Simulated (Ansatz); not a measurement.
**Cu (diamond type): how the settings move a single-point run**

Aim: see which settings change the result for Cu (diamond type), by how much, and at what cost.

Program: Ansatz 0.2.0. Level of theory: reference: DFT, PBEsol, PAW with Ansatz's default frozen-core files, scalar-relativistic. These are calculated values, not measurements.

## (1) The starting structure

The structure is cubic, space group Fd-3m (No. 227). The conventional cell has a = 4.363 Å, b = 4.363 Å, c = 4.363 Å, α = 90.00°, β = 90.00°, γ = 90.00°. Cu (site symmetry -43m) has 4 Cu at 1.89 Å in its first shell of neighbours.

Coordinates:

```cif
data_structure
_symmetry_space_group_name_H-M 'P 1'
_symmetry_Int_Tables_number 1
_cell_length_a 3.0852
_cell_length_b 3.0852
_cell_length_c 3.0852
_cell_angle_alpha 60.000
_cell_angle_beta 60.000
_cell_angle_gamma 60.000
_cell_volume 20.77
loop_
_atom_site_label
_atom_site_type_symbol
_atom_site_fract_x
_atom_site_fract_y
_atom_site_fract_z
_atom_site_occupancy
Cu1 Cu 0.87500 0.87500 0.87500 1
Cu2 Cu 0.12500 0.12500 0.12500 1
```

## (2) Baseline

input.yaml

```yaml
crystal:
  lattice:
    - [0.0, 2.1815689304, 2.1815689304]
    - [2.1815689304, 0.0, 2.1815689304]
    - [2.1815689304, 2.1815689304, 0.0]
  atoms:
    - { symbol: Cu, position: [-0.125, -0.125, -0.125] }
    - { symbol: Cu, position: [0.125, 0.125, 0.125] }
kpoints:
  mp_grid: { grid: [14, 14, 14] }
scf:
  occupations: { method: fermi_dirac, width: 0.1 }
hamiltonian:
  xc: pbesol
  pseudopotentials: { kind: paw }
output:
  forces: true
  stress: true
  eigenvalues: true
  populations: true
```

Command:

```console
$ ansatz run input.yaml --threads 1 --pin off --max-ram 2048MiB --backend cpu --events-out ev --progress --plain --runs-dir out
```

## (3) Changing settings: starting moments, mixing.algorithm anderson, mixing.beta 0.2, accuracy low, spin_polarized true

input.yaml

```yaml
crystal:
  lattice:
    - [0.0, 2.1815689304, 2.1815689304]
    - [2.1815689304, 0.0, 2.1815689304]
    - [2.1815689304, 2.1815689304, 0.0]
  atoms:
    - { symbol: Cu, position: [-0.125, -0.125, -0.125], spin: -4.0 }
    - { symbol: Cu, position: [0.125, 0.125, 0.125], spin: -0.5 }
kpoints:
  mp_grid: { grid: [14, 14, 14] }
scf:
  occupations: { method: fermi_dirac, width: 0.1 }
  mixing: { algorithm: anderson, beta: 0.2 }
hamiltonian:
  xc: pbesol
  pseudopotentials: { kind: paw }
output:
  forces: true
  stress: true
  eigenvalues: true
  populations: true
accuracy: low
magnetization:
  spin_polarized: true
```

Before running it: what results should come out? Wanted: for each run, ending; energy change; pressure; gap; force.

As calculated:

| run | ending | energy change | pressure (GPa) | gap (eV) | force (eV/Å) | cycles | time |
| --- | --- | --- | --- | --- | --- | --- | --- |
| reference | converged | 0 | 138.6 | 0.00 | 0.00 | 7 | 4.1 s |
| 1: starting moments, mixing.algorithm anderson, mixing.beta 0.2, accuracy low, spin_polarized true | converged | 0.0 meV/atom | 138.6 | 0.00 | 0.00 | 23 | 39 s |

Residual by cycle in the longest SCF loop of each run; runs are numbered as in the table. The quantity is the density residual dr2, in eV.

```csv
cycle,reference,run 1
1,0.015,8.84
3,2.3e-4,0.334
5,4.8e-6,0.033
7,3.0e-8,5.9e-4
9,-,4.7e-4
11,-,3.0e-4
13,-,1.2e-5
15,-,4.4e-6
17,-,2.2e-7
19,-,4.2e-8
21,-,2.5e-9
23,-,2.6e-10
```

What this shows: With the changed spin polarisation, mixing and accuracy level the energy stays within 0.5 meV/atom: no moment survives, so both runs end on the same non-magnetic state. The structure is not at rest: the sound run finds 139 GPa, so these are no properties of the relaxed crystal. 
